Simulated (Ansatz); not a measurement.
Crystal: CaBr.

```
Br Ca
1.0
     4.08415    0.00000    0.00000
    -2.04207    3.53698    0.00000
     0.00000    0.00000    9.67213
Br Ca
2 2
Direct
  0.66667 0.33333 0.53449
  0.33333 0.66667 0.03449
  0.66667 0.33333 0.84051
  0.33333 0.66667 0.34051
```

The cell comes from a database or a generator and needn't be the stable form of this composition.

* Program: Ansatz 0.2.0
* Task: relaxation of cell and atoms
* Functional: PBE
* Potentials or basis: PseudoDojo standard (PBE files)
* Cutoff: 925 eV
* Density cutoff: 3701 eV
* k mesh: 8 × 8 × 3
* Occupations: fermi-dirac, width 0.05 eV
* Spin: no spin polarisation

At the start: volume 34.93 Å³/atom.

Problem. Where does the relaxation end?

Solution. It ends after 4 steps and the volume is 35.35 Å³/atom (+1.2 %); space group P6_3mc (No. 186, to 0.05 Å).

The path:
```csv
step,energy change (eV),largest force (eV/Å),volume (Å³)
1,0.0000,0.1238,139.72
2,-0.0128,0.0224,140.86
3,-0.0134,0.0017,141.39
4,-0.0135,0.0015,141.39
```

Final structure:
```
Br Ca
1.0
     4.07128    0.00000    0.00000
    -2.03564    3.52583    0.00000
     0.00000    0.00000    9.84989
Br Ca
2 2
Cartesian
  2.0356 1.1753 5.2870
  0.0000 2.3506 0.3621
  2.0356 1.1753 8.2566
  0.0000 2.3506 3.3316
```

Caveat: the plane-wave basis is chosen anew once the cell has moved, so the energies of steps on either side of that aren't comparable.
